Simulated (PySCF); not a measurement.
# C6H5PS: electronic excitations at several levels of theory

How much do the electronic excitations of C6H5PS (`S=Pc1ccccc1`) depend on the level of theory, and what does each level cost?

The runs use PySCF 2.14.0, with density-fitted response routines of our own; the level of theory stands in each step. All values are computed, except where a source is named. Atoms are numbered from 0 throughout.

### 1 The molecule as given

13 atoms, charge 0, multiplicity 1; geometry from: GFN2-xTB.

Bonds of the start (Å): S0–P1 1.94, P1–C2 1.83, C2–C3 1.40, C3–C4 1.38, C4–C5 1.39, C5–C6 1.39, C6–C7 1.38, C7–C2 1.39, C3–H8 1.08, C4–H9 1.08, C5–H10 1.08, C6–H11 1.08, C7–H12 1.08.

### 2 Relaxing the molecule at PBE0-D3(BJ)/def2-SVP

The job: settings as JSON, then the geometry in Å.

```
{"job": {"xc": "PBE0", "basis": "def2-SVP", "d3": "d3bj", "grid": 2, "kind": "geom"}, "charge": 0, "multiplicity": 1}
S      2.558220    -0.735950     0.100390
P      1.461320     0.793800    -0.364500
C     -0.274340     0.292450    -0.084050
C     -1.252160     1.249340    -0.363080
C     -2.587990     0.949580    -0.179800
C     -2.958230    -0.303510     0.283340
C     -1.991220    -1.258200     0.564130
C     -0.654880    -0.965070     0.381790
H     -0.952790     2.223630    -0.723130
H     -3.343650     1.690280    -0.396570
H     -4.002850    -0.537600     0.426390
H     -2.284990    -2.232500     0.926240
H      0.105510    -1.702810     0.597000
```

Log:

```text
step   0  E = -970.26815764  max force = 0.009149
step   1  E = -970.26933450  max force = 0.003031
step   2  E = -970.26931977  max force = 0.003926
step   3  E = -970.26945623  max force = 0.001390
step   4  E = -970.26948976  max force = 0.000887
step   5  E = -970.26949367  max force = 0.000310
optimisation converged
```

It took 57 s on 8 threads of Intel Xeon Platinum 8488C (Sapphire Rapids), shared host.

Relaxation path:

| step | energy from step 0 (eV) | largest force component (eV/Å) |
| --- | --- | --- |
| 0 | 0.0000 | 0.4705 |
| 1 | -0.0320 | 0.1559 |
| 2 | -0.0316 | 0.2019 |
| 3 | -0.0353 | 0.0715 |
| 4 | -0.0362 | 0.0456 |
| 5 | -0.0364 | 0.0159 |

Distances of close pairs at the start and the end, largest changes first:

| bond | before (Å) | after (Å) | change (Å) |
| --- | --- | --- | --- |
| C3–H8 | 1.081 | 1.095 | +0.014 |
| C7–H12 | 1.081 | 1.095 | +0.014 |
| C5–H10 | 1.080 | 1.093 | +0.013 |
| C6–H11 | 1.080 | 1.093 | +0.013 |
| C4–H9 | 1.080 | 1.092 | +0.012 |
| C3–C4 | 1.381 | 1.393 | +0.012 |
| C5–C6 | 1.388 | 1.399 | +0.011 |
| C2–C7 | 1.394 | 1.403 | +0.009 |

The final coordinates are the input of the step that follows.

| at the end point | value |
| --- | --- |
| point group (found at 0.08 Å tolerance) | Cs |
| rotational constants (GHz, main isotopes) | 3.980, 0.870, 0.714 |
| dipole moment (D) | 3.51 |

### 3 Ultraviolet spectrum: CAM-B3LYP/def2-SVPD

The job: settings as JSON, then the geometry in Å.

```
{"job": {"kind": "uv", "xc": "CAM-B3LYP", "basis": "def2-SVPD", "nstates": 12, "ntriplets": 4}, "charge": 0, "multiplicity": 1}
S      2.615863    -0.701116     0.092474
P      1.462628     0.788327    -0.364720
C     -0.265775     0.281245    -0.082844
C     -1.244705     1.248887    -0.364631
C     -2.594452     0.958478    -0.181059
C     -2.972486    -0.300323     0.284863
C     -2.004692    -1.270025     0.567836
C     -0.658689    -0.981555     0.385288
H     -0.939567     2.234958    -0.730181
H     -3.353188     1.713030    -0.401083
H     -4.030961    -0.530860     0.429764
H     -2.309027    -2.254081     0.932578
H      0.117002    -1.723523     0.599865
```

With the program's defaults for keys left out, this is: TDDFT CAM-B3LYP/def2-SVPD, vertical, gas phase, core orbitals frozen in the response.

Log:

```text
coarse grid: 12864 points
cycle   1  E = -970.5157561067  dE =  1.394e+00  |g| = 3.632e-01  |ddm| = 1.559e+01
cycle   2  E = -970.4896777898  dE =  2.608e-02  |g| = 4.848e-01  |ddm| = 5.383e+00
cycle   3  E = -970.5647200401  dE = -7.504e-02  |g| = 6.536e-02  |ddm| = 2.019e+00
cycle   4  E = -970.5657377264  dE = -1.018e-03  |g| = 4.295e-02  |ddm| = 4.354e-01
cycle   5  E = -970.5662475659  dE = -5.098e-04  |g| = 7.296e-03  |ddm| = 1.721e-01
cycle   6  E = -970.5662659097  dE = -1.834e-05  |g| = 2.750e-03  |ddm| = 5.201e-02
cycle   7  E = -970.5662699275  dE = -4.018e-06  |g| = 1.179e-03  |ddm| = 1.306e-02
final grid: 117784 points
cycle   8  E = -970.6886382116  dE = -2.484e-05  |g| = 3.273e-03  |ddm| = 1.549e-01
cycle   9  E = -970.6886379572  dE =  2.544e-07  |g| = 3.558e-03  |ddm| = 2.416e-02
cycle  10  E = -970.6886415695  dE = -3.612e-06  |g| = 3.829e-04  |ddm| = 1.456e-02
cycle  11  E = -970.6886416115  dE = -4.204e-08  |g| = 2.459e-04  |ddm| = 2.783e-03
cycle  12  E = -970.6886416338  dE = -2.235e-08  |g| = 6.185e-05  |ddm| = 1.004e-03
cycle  13  E = -970.6886416357  dE = -1.902e-09  |g| = 3.291e-05  |ddm| = 4.085e-04
cycle  14  E = -970.6886416364  dE = -6.121e-10  |g| = 1.255e-05  |ddm| = 2.107e-04
converged SCF energy = -970.6886416364

Static polarisability (au): isotropic 119.025, principal 67.879 114.562 174.635

Singlet excitations
state   eV       nm        f      main configurations
  1   1.8506    670.0   0.00084   H->L 0.98
  2   3.9340    315.2   0.22625   H-1->L 0.95
  3   4.0435    306.6   0.00139   H-3->L 0.97
  4   4.2338    292.8   0.04576   H-2->L 0.93
  5   5.4142    229.0   0.04011   H-4->L 0.88
  6   5.4247    228.6   0.00062   H-5->L 0.83
  7   5.5752    222.4   0.00059   H->L+1 0.93
  8   5.7654    215.0   0.00213   H->L+2 0.84
  9   5.8906    210.5   0.05104   H-1->L+1 0.58, H-2->L+2 0.27
 10   6.1786    200.7   0.05102   H->L+4 0.81
 11   6.3764    194.4   0.02099   H-2->L+1 0.46, H-1->L+2 0.43
 12   6.4335    192.7   0.00023   H-6->L 0.89

Triplet excitations (Tamm-Dancoff, eV): 1.2856 2.3735 3.2997 3.6564
```

Wall time 56 s (8 threads of Intel Xeon Platinum 8488C (Sapphire Rapids), shared host).

The orbitals next to the gap, with their largest atomic shares:

| orbital | eV | atoms |
| --- | --- | --- |
| HOMO−3 | -10.13 | S0 44 %, P1 44 %, C2 6 % |
| HOMO−2 | -9.13 | C6 22 %, C3 21 %, C7 19 % |
| HOMO−1 | -8.77 | S0 29 %, C2 17 %, C5 15 % |
| HOMO | -7.89 | S0 60 %, P1 26 %, C2 8 % |
| LUMO | -2.28 | P1 41 %, S0 31 %, C2 8 % |
| LUMO+1 | 0.26 | C6 21 %, C3 21 %, C4 14 % |
| LUMO+2 | 0.63 | C2 17 %, C5 17 %, C4 15 % |

With each of the 12 states as a Gaussian band of 0.4 eV half-width at 1/e, the curve within the window shown has maxima at 312 nm (ε 10,000), 205 nm (ε 4,300) L/(mol cm). Beyond the last state computed it falls off for lack of states. The curve at chosen wavelengths:

| nm | ε (L/mol/cm) |
| --- | --- |
| 184 | 714 |
| 216 | 3425 |
| 249 | 583 |
| 281 | 3773 |
| 313 | 10335 |
| 345 | 4575 |
| 378 | 634 |
| 410 | 52 |
| 442 | 3 |
| 475 | 1 |
| 507 | 4 |
| 539 | 10 |
| 571 | 18 |
| 604 | 26 |
| 636 | 32 |
| 668 | 34 |
| 700 | 33 |
| 733 | 29 |
| 765 | 24 |
| 797 | 20 |
| 830 | 15 |
| 862 | 12 |
| 894 | 9 |
| 926 | 7 |
| 959 | 5 |
| 991 | 4 |

Further results of this job:

| property | computed |
| --- | --- |
| dipole moment (D) | 3.64 |
| polarisability (Å³) | 17.64 |
| HOMO–LUMO gap (eV) | 5.61 |
| −ε(HOMO) (eV) | 7.89 |

### 4 Excited states and response: PBE0/def2-SVPD

Settings changed since step 3:

```diff
@@ -1,2 +1,2 @@
-{"job": {"kind": "uv", "xc": "CAM-B3LYP", "basis": "def2-SVPD", "nstates": 12, "ntriplets": 4}, "charge": 0, "multiplicity": 1}
+{"job": {"kind": "uv", "xc": "PBE0", "basis": "def2-SVPD", "nstates": 12, "ntriplets": 4}, "charge": 0, "multiplicity": 1}
 S      2.615863    -0.701116     0.092474
```

Method: TDDFT PBE0/def2-SVPD, vertical, gas phase, core orbitals frozen in the response.

Log:

```text
coarse grid: 12864 points
cycle   1  E = -970.1204778823  dE =  1.195e+00  |g| = 3.614e-01  |ddm| = 1.949e+01
cycle   2  E = -970.0299856295  dE =  9.049e-02  |g| = 6.308e-01  |ddm| = 7.755e+00
cycle   3  E = -970.1579839958  dE = -1.280e-01  |g| = 1.337e-01  |ddm| = 3.042e+00
cycle   4  E = -970.1634146567  dE = -5.431e-03  |g| = 4.689e-02  |ddm| = 6.827e-01
cycle   5  E = -970.1640034990  dE = -5.888e-04  |g| = 1.552e-02  |ddm| = 2.715e-01
cycle   6  E = -970.1640688535  dE = -6.535e-05  |g| = 4.513e-03  |ddm| = 9.668e-02
cycle   7  E = -970.1640749980  dE = -6.145e-06  |g| = 1.206e-03  |ddm| = 2.524e-02
final grid: 117784 points
cycle   8  E = -970.2709799978  dE = -1.715e-05  |g| = 8.786e-03  |ddm| = 2.165e-01
cycle   9  E = -970.2709395238  dE =  4.047e-05  |g| = 1.394e-02  |ddm| = 9.547e-02
cycle  10  E = -970.2710024824  dE = -6.296e-05  |g| = 2.434e-03  |ddm| = 6.179e-02
cycle  11  E = -970.2710044950  dE = -2.013e-06  |g| = 3.736e-04  |ddm| = 1.279e-02
cycle  12  E = -970.2710045287  dE = -3.369e-08  |g| = 1.666e-04  |ddm| = 1.900e-03
cycle  13  E = -970.2710045364  dE = -7.691e-09  |g| = 3.194e-05  |ddm| = 6.880e-04
cycle  14  E = -970.2710045366  dE = -2.567e-10  |g| = 1.285e-05  |ddm| = 2.137e-04
converged SCF energy = -970.2710045366

Static polarisability (au): isotropic 120.371, principal 67.848 115.021 178.243

Singlet excitations
state   eV       nm        f      main configurations
  1   1.8083    685.6   0.00077   H->L 0.99
  2   3.6650    338.3   0.03878   H-2->L 0.57, H-1->L 0.41
  3   3.8448    322.5   0.22348   H-1->L 0.55, H-2->L 0.41
  4   3.9672    312.5   0.00117   H-3->L 0.98
  5   4.7560    260.7   0.00015   H->L+1 0.99
  6   5.0012    247.9   0.00113   H->L+2 0.97
  7   5.1519    240.7   0.02215   H-4->L 0.90
  8   5.2220    237.4   0.00086   H-5->L 0.96
  9   5.6875    218.0   0.03059   H-1->L+1 0.66, H-2->L+2 0.30
 10   5.8260    212.8   0.00009   H-6->L 0.97
 11   6.0747    204.1   0.05219   H->L+4 0.49, H->L+3 0.42
 12   6.2235    199.2   0.00054   H-1->L+2 0.52, H-2->L+1 0.39

Triplet excitations (Tamm-Dancoff, eV): 1.2209 2.3540 3.2177 3.2728
```

Wall time 36 s (8 threads of Intel Xeon Platinum 8488C (Sapphire Rapids), shared host).

Key values: HOMO -6.62 eV, LUMO -3.34 eV; lowest singlet 1.81 eV.

### 5 Ultraviolet spectrum: PBE/def2-SVPD

Settings changed since step 4:

```diff
@@ -1,2 +1,2 @@
-{"job": {"kind": "uv", "xc": "PBE0", "basis": "def2-SVPD", "nstates": 12, "ntriplets": 4}, "charge": 0, "multiplicity": 1}
+{"job": {"kind": "uv", "xc": "PBE", "basis": "def2-SVPD", "nstates": 12, "ntriplets": 4}, "charge": 0, "multiplicity": 1}
 S      2.615863    -0.701116     0.092474
```

Level: TDDFT PBE/def2-SVPD, vertical, gas phase, core orbitals frozen in the response.

Log:

```text
coarse grid: 12864 points
cycle   1  E = -969.9754259894  dE =  9.578e-01  |g| = 4.888e-01  |ddm| = 2.017e+01
cycle   2  E = -969.7188107096  dE =  2.566e-01  |g| = 1.002e+00  |ddm| = 9.288e+00
cycle   3  E = -970.0131014555  dE = -2.943e-01  |g| = 3.160e-01  |ddm| = 4.919e+00
cycle   4  E = -970.0474304454  dE = -3.433e-02  |g| = 9.676e-02  |ddm| = 1.380e+00
cycle   5  E = -970.0502943603  dE = -2.864e-03  |g| = 3.427e-02  |ddm| = 7.307e-01
cycle   6  E = -970.0506308448  dE = -3.365e-04  |g| = 1.202e-02  |ddm| = 2.360e-01
cycle   7  E = -970.0506615411  dE = -3.070e-05  |g| = 5.953e-03  |ddm| = 7.036e-02
cycle   8  E = -970.0506740210  dE = -1.248e-05  |g| = 1.163e-03  |ddm| = 2.403e-02
cycle   9  E = -970.0506743557  dE = -3.347e-07  |g| = 4.818e-04  |ddm| = 5.263e-03
final grid: 117784 points
cycle  10  E = -970.1934850387  dE = -4.070e-06  |g| = 1.406e-02  |ddm| = 2.935e-01
cycle  11  E = -970.1930756045  dE =  4.094e-04  |g| = 3.607e-02  |ddm| = 1.876e-01
cycle  12  E = -970.1935161199  dE = -4.405e-04  |g| = 9.277e-03  |ddm| = 1.407e-01
cycle  13  E = -970.1935470684  dE = -3.095e-05  |g| = 1.213e-03  |ddm| = 3.815e-02
cycle  14  E = -970.1935475743  dE = -5.059e-07  |g| = 5.959e-04  |ddm| = 8.568e-03
cycle  15  E = -970.1935476759  dE = -1.015e-07  |g| = 1.306e-04  |ddm| = 1.994e-03
cycle  16  E = -970.1935476809  dE = -5.051e-09  |g| = 3.955e-05  |ddm| = 8.108e-04
cycle  17  E = -970.1935476813  dE = -3.604e-10  |g| = 1.756e-05  |ddm| = 1.569e-04
converged SCF energy = -970.1935476813

Static polarisability (au): isotropic 123.997, principal 68.414 118.004 185.574

Singlet excitations
state   eV       nm        f      main configurations
  1   1.6616    746.2   0.00055   H->L 1.00
  2   3.1033    399.5   0.00380   H-2->L 0.80, H-1->L 0.18
  3   3.5331    350.9   0.21963   H-1->L 0.73, H-2->L 0.17
  4   3.6554    339.2   0.00005   H->L+1 0.83, H-3->L 0.17
  5   3.7203    333.3   0.00061   H-3->L 0.78, H->L+1 0.17
  6   4.0447    306.5   0.00129   H->L+2 0.94
  7   4.5913    270.0   0.00006   H-5->L 0.95
  8   4.7116    263.1   0.01948   H-4->L 0.76, H-1->L+2 0.10
  9   4.8707    254.6   0.00002   H-6->L 0.95
 10   5.2166    237.7   0.02301   H-1->L+1 0.75, H-2->L+2 0.21
 11   5.5798    222.2   0.04804   H->L+4 0.87
 12   5.6303    220.2   0.05188   H->L+3 0.78, H->L+4 0.10

Triplet excitations (Tamm-Dancoff, eV): 1.1494 2.3604 2.8268 3.0839
```

Wall time 26 s (8 threads of Intel Xeon Platinum 8488C (Sapphire Rapids), shared host).

In short: HOMO -5.47 eV, LUMO -4.04 eV; lowest singlet 1.66 eV.

### 6 Excited states and response: B3LYP/def2-SVPD

Settings changed since step 5:

```diff
@@ -1,2 +1,2 @@
-{"job": {"kind": "uv", "xc": "PBE", "basis": "def2-SVPD", "nstates": 12, "ntriplets": 4}, "charge": 0, "multiplicity": 1}
+{"job": {"kind": "uv", "xc": "B3LYP", "basis": "def2-SVPD", "nstates": 12, "ntriplets": 4}, "charge": 0, "multiplicity": 1}
 S      2.615863    -0.701116     0.092474
```

Method: TDDFT B3LYP/def2-SVPD, vertical, gas phase, core orbitals frozen in the response.

Log:

```text
coarse grid: 12864 points
cycle   1  E = -970.6762397980  dE =  1.142e+00  |g| = 4.068e-01  |ddm| = 1.725e+01
cycle   2  E = -970.5443681101  dE =  1.319e-01  |g| = 7.422e-01  |ddm| = 6.959e+00
cycle   3  E = -970.7193901830  dE = -1.750e-01  |g| = 1.755e-01  |ddm| = 3.066e+00
cycle   4  E = -970.7291645701  dE = -9.774e-03  |g| = 5.479e-02  |ddm| = 7.987e-01
cycle   5  E = -970.7299814953  dE = -8.169e-04  |g| = 1.926e-02  |ddm| = 3.387e-01
cycle   6  E = -970.7300796952  dE = -9.820e-05  |g| = 6.558e-03  |ddm| = 1.052e-01
cycle   7  E = -970.7300922854  dE = -1.259e-05  |g| = 1.666e-03  |ddm| = 3.540e-02
cycle   8  E = -970.7300931853  dE = -8.999e-07  |g| = 3.429e-04  |ddm| = 8.766e-03
final grid: 117784 points
cycle   9  E = -970.8498629562  dE = -2.918e-05  |g| = 4.327e-03  |ddm| = 2.365e-01
cycle  10  E = -970.8498549092  dE =  8.047e-06  |g| = 6.535e-03  |ddm| = 4.227e-02
cycle  11  E = -970.8498676663  dE = -1.276e-05  |g| = 1.523e-03  |ddm| = 3.122e-02
cycle  12  E = -970.8498684478  dE = -7.815e-07  |g| = 3.276e-04  |ddm| = 6.367e-03
cycle  13  E = -970.8498684802  dE = -3.234e-08  |g| = 1.042e-04  |ddm| = 2.347e-03
cycle  14  E = -970.8498684832  dE = -3.031e-09  |g| = 4.292e-05  |ddm| = 5.469e-04
cycle  15  E = -970.8498684837  dE = -4.763e-10  |g| = 1.263e-05  |ddm| = 1.970e-04
converged SCF energy = -970.8498684837

Static polarisability (au): isotropic 121.736, principal 68.175 116.251 180.782

Singlet excitations
state   eV       nm        f      main configurations
  1   1.7829    695.4   0.00069   H->L 0.99
  2   3.5338    350.9   0.02334   H-2->L 0.66, H-1->L 0.33
  3   3.7452    331.0   0.23040   H-1->L 0.63, H-2->L 0.32
  4   3.9113    317.0   0.00110   H-3->L 0.98
  5   4.5417    273.0   0.00012   H->L+1 0.99
  6   4.8064    258.0   0.00123   H->L+2 0.98
  7   5.0266    246.7   0.01910   H-4->L 0.88
  8   5.1411    241.2   0.00070   H-5->L 0.98
  9   5.5552    223.2   0.02956   H-1->L+1 0.68, H-2->L+2 0.29
 10   5.7246    216.6   0.00009   H-6->L 0.98
 11   5.9144    209.6   0.04748   H->L+4 0.89
 12   6.0825    203.8   0.00270   H-1->L+2 0.52, H-2->L+1 0.36

Triplet excitations (Tamm-Dancoff, eV): 1.2508 2.3685 3.1878 3.2200
```

Run time: 41 s. Hardware: 8 threads of Intel Xeon Platinum 8488C (Sapphire Rapids), shared host.

In short: HOMO -6.37 eV, LUMO -3.45 eV; lowest singlet 1.78 eV.

### 7 Run by run: electronic excitations

Excitations and ground-state properties, with basis size and wall time:

| run | lowest singlet (eV) | brightest (eV) | f | gap (eV) | α (Å³) | μ (D) | functions | time |
| --- | --- | --- | --- | --- | --- | --- | --- | --- |
| CAM-B3LYP/def2-SVPD | 1.85 | 3.93 | 0.226 | 5.61 | 17.64 | 3.64 | 211 | 56 s |
| PBE0/def2-SVPD | 1.81 | 3.84 | 0.223 | 3.28 | 17.84 | 3.76 | 211 | 36 s |
| PBE/def2-SVPD | 1.66 | 3.53 | 0.220 | 1.43 | 18.37 | 3.73 | 211 | 26 s |
| B3LYP/def2-SVPD | 1.78 | 3.75 | 0.230 | 2.92 | 18.04 | 3.70 | 211 | 41 s |

### 8 Summary of results

| quantity | value |
| --- | --- |
| point group | Cs |
| rotational constants (main isotopes) | 3.98, 0.87, 0.71 GHz |
| lowest singlet (CAM-B3LYP/def2-SVPD) | 1.85 eV (670 nm), f = 0.001 |
| brightest single state of those computed | state 2, 3.93 eV, f = 0.226 |
| lowest triplet | 1.29 eV |
| range of the lowest singlet | 1.66 to 1.85 eV |

In words: Single values in the summary come from the first sound run of each kind (CAM-B3LYP/def2-SVPD), which need not be the best level. The optimisation took 5 steps and gained 0.036 eV; among the close pairs (by a distance rule), C3–H8 changed most, from 1.081 to 1.095 Å. The first singlet state (HOMO→LUMO 0.98) lies at 1.85 eV and is dark; of the 12 states computed, the strongest absorption comes from state 2 at 3.93 eV. The lowest triplet lies 0.56 eV below the lowest singlet (triplets in Tamm-Dancoff, singlets in full TDDFT). The lowest singlet runs from 1.66 eV (PBE/def2-SVPD) to 1.85 eV (CAM-B3LYP/def2-SVPD), while the orbital gap spans 1.43 to 5.61 eV: the excitation energy moves far less from run to run than the orbital gap does. The lowest state need not be the same one in every run.
